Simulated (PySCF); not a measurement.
# SMg3⁺ (quartet): changing the method

What do other methods print for SMg3⁺ (quartet)?

Computed with PySCF 2.14.0. Level: method and basis as typed in the scripts.

1 further run of the same task is left out (it didn't finish).

### 1 Where the work starts

SMg3⁺ (quartet): 4 atoms, charge 1, spin multiplicity 4.

Bond lengths: S1–Mg2 2.453 Å, S1–Mg3 2.453 Å, S1–Mg4 2.453 Å. Angles: Mg2–S1–Mg3 117.6°, Mg2–S1–Mg4 117.6°, Mg3–S1–Mg4 117.6°.

Coordinates:

```
S     0.0000    0.0000   -0.2677
Mg    2.4225    0.0000    0.1185
Mg   -1.2112    2.0979    0.1185
Mg   -1.2112   -2.0979    0.1185
```

### 2 The base run

input.py reads:

```python
from pyscf import gto, scf

mol = gto.M(
    atom='S 0 0 -0.2677; Mg 2.4225 0 0.1185; Mg -1.2112 2.0979 0.1185; Mg -1.2112 -2.0979 0.1185',
    basis='minao',
    charge=1,
    spin=3,
    verbose=3,
)
mf = scf.UHF(mol)
mf.kernel()
mf.dip_moment()
print('orbital energies (hartree):', [e[max(0, n-3):n+3].round(4) for e, n in zip(mf.mo_energy, mol.nelec)])
```

The run is started by

```bash
OMP_NUM_THREADS=1 python input.py
```

### 3 Gradient

Variant 1 changes step after the SCF: none → gradient.

Changes to input.py since step 2:

```diff
@@ -11,2 +11,3 @@
 mf.kernel()
+mf.nuc_grad_method().kernel()
 mf.dip_moment()
```

### 4 MP2

Variant 2 changes step after the SCF: none → mp2; frozen orbitals: none → 8.

Changes to input.py since step 2:

```diff
@@ -1,2 +1,2 @@
-from pyscf import gto, scf
+from pyscf import gto, scf, mp
 
@@ -11,2 +11,3 @@
 mf.kernel()
+mp.MP2(mf, frozen=8).kernel()
 mf.dip_moment()
```

### 5 Pw91 (UKS)

Variant 3 changes functional: none (Hartree–Fock) → pw91; SCF type: UHF → UKS; step after the SCF: none → analyze.

input.py reads:

```python
from pyscf import gto, dft

mol = gto.M(
    atom='S 0 0 -0.2677; Mg 2.4225 0 0.1185; Mg -1.2112 2.0979 0.1185; Mg -1.2112 -2.0979 0.1185',
    basis='minao',
    charge=1,
    spin=3,
    verbose=3,
)
mf = dft.UKS(mol, xc='pw91')
mf.kernel()
mf.analyze()
print('orbital energies (hartree):', [e[max(0, n-3):n+3].round(4) for e, n in zip(mf.mo_energy, mol.nelec)])
```

### 6 Hcth407 (UKS)

Variant 4 changes functional: none (Hartree–Fock) → hcth407; SCF type: UHF → UKS; step after the SCF: none → analyze.

input.py reads:

```python
from pyscf import gto, dft

mol = gto.M(
    atom='S 0 0 -0.2677; Mg 2.4225 0 0.1185; Mg -1.2112 2.0979 0.1185; Mg -1.2112 -2.0979 0.1185',
    basis='minao',
    charge=1,
    spin=3,
    verbose=3,
)
mf = dft.UKS(mol, xc='hcth407')
mf.kernel()
mf.analyze()
print('orbital energies (hartree):', [e[max(0, n-3):n+3].round(4) for e, n in zip(mf.mo_energy, mol.nelec)])
```

### 7 Hse06 (UKS)

Variant 5 changes functional: none (Hartree–Fock) → hse06; SCF type: UHF → UKS; step after the SCF: none → analyze.

input.py reads:

```python
from pyscf import gto, dft

mol = gto.M(
    atom='S 0 0 -0.2677; Mg 2.4225 0 0.1185; Mg -1.2112 2.0979 0.1185; Mg -1.2112 -2.0979 0.1185',
    basis='minao',
    charge=1,
    spin=3,
    verbose=3,
)
mf = dft.UKS(mol, xc='hse06')
mf.kernel()
mf.analyze()
print('orbital energies (hartree):', [e[max(0, n-3):n+3].round(4) for e, n in zip(mf.mo_energy, mol.nelec)])
```

Before running it: what results should come out? Wanted: for each run, E(SCF); from base; after the SCF.

As calculated:

```
          run  E(SCF) (hartree)  from base (eV)                           after the SCF
         base       -996.103892               0                                     n/a
     gradient       -996.103892          0.0000                                     n/a
          MP2       -996.103892          0.0000  MP2 correlation -0.118 eV, core frozen
   pw91 (UKS)       -998.063477  not comparable                                     n/a
hcth407 (UKS)       -998.216736  not comparable                                     n/a
  hse06 (UKS)       -997.737175  not comparable                                     n/a
```

What this shows: A lower total energy from another functional means nothing by itself. The dearest run is “hse06 (UKS)”, at 26 s against 2.2 s.
